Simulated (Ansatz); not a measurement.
Working through a scan of the bond length of BGa (charge +1)

Computed with the Python package of Ansatz (0.2.0).

At the Python prompt:
```pycon
>>> import ansatz as az
>>> import numpy as np
>>> GEOMETRY = '''
... Ga    0.00000    0.00000    0.00000
... B     0.00000    0.00000    2.12000
... '''
>>> mol = az.Crystal.molecule()
>>> for line in GEOMETRY.strip().splitlines():
...     symbol, *xyz = line.split()
...     mol = mol.atom(symbol, [float(v) for v in xyz])
...
>>> symbols = [site.symbol for site in mol.cartesian_sites]
>>> start = np.array([site.position_ang for site in mol.cartesian_sites])
>>> axis = (start[1] - start[0]) / np.linalg.norm(start[1] - start[0])
>>> moving = [1]
>>> lengths, energies = [1.8, 1.95, 2.12, 2.33, 2.65, 3.18, 3.82, 4.66], []
>>> for length in lengths:
...     xyz = start.copy()
...     xyz[moving] += (length - np.linalg.norm(start[1] - start[0])) * axis
...     point = az.Crystal.molecule()
...     for symbol, place in zip(symbols, xyz):
...         point = point.atom(symbol, place.tolist())
...     base = (
...         point.calculation()
...         .basis(gaussian='def2-SVP')
...         .functional('pbe')
...         .charge(1)
...         .spin('collinear', total=1)
...     )
...     summary = base.run(threads=1, pin='off').report
...     energies.append(summary['free_energy_ev'])
...     print(f'r = {length:6.3f} A  E = {energies[-1]:.5f} eV  <S^2> = {abs(summary["mean_field"]["state"]["spin_squared"]):.3f}')
...
r =  1.800 A  E = -53024.27251 eV  <S^2> = 0.788
r =  1.950 A  E = -53025.01859 eV  <S^2> = 0.773
r =  2.120 A  E = -53025.39745 eV  <S^2> = 0.765
r =  2.330 A  E = -53025.61813 eV  <S^2> = 0.755
r =  2.650 A  E = -53025.86470 eV  <S^2> = 0.754
r =  3.180 A  E = -53025.79960 eV  <S^2> = 0.753
r =  3.820 A  E = -53025.59753 eV  <S^2> = 0.752
r =  4.660 A  E = -53025.40840 eV  <S^2> = 0.752
>>> print('energy above the lowest point (eV):', [round(e - min(energies), 3) for e in energies])
energy above the lowest point (eV): [1.592, 0.846, 0.467, 0.247, 0.0, 0.065, 0.267, 0.456]
```

The lowest point is at 2.650 Å. At the shortest distance (1.80 Å) the energy is 1.59 eV higher, at the longest (4.66 Å) 0.46 eV.

What to keep in mind:
- Total energies depend on the basis set; only differences at equal settings carry meaning.
- The basis set is modest, and single-reference methods fail as a bond breaks.
- The species is open-shell (spin multiplicity 2).
- For an odd-electron ion, approximate functionals spread the charge over both fragments and lower the stretched end too much.
- The spin state was assumed, and another may lie lower.
- Wall time of the script: 28 s on 1 thread of Arm Neoverse V1 (shared host), peak memory 0.18 GiB.

(Lines on the test bed's own set-up are left out of the output.)
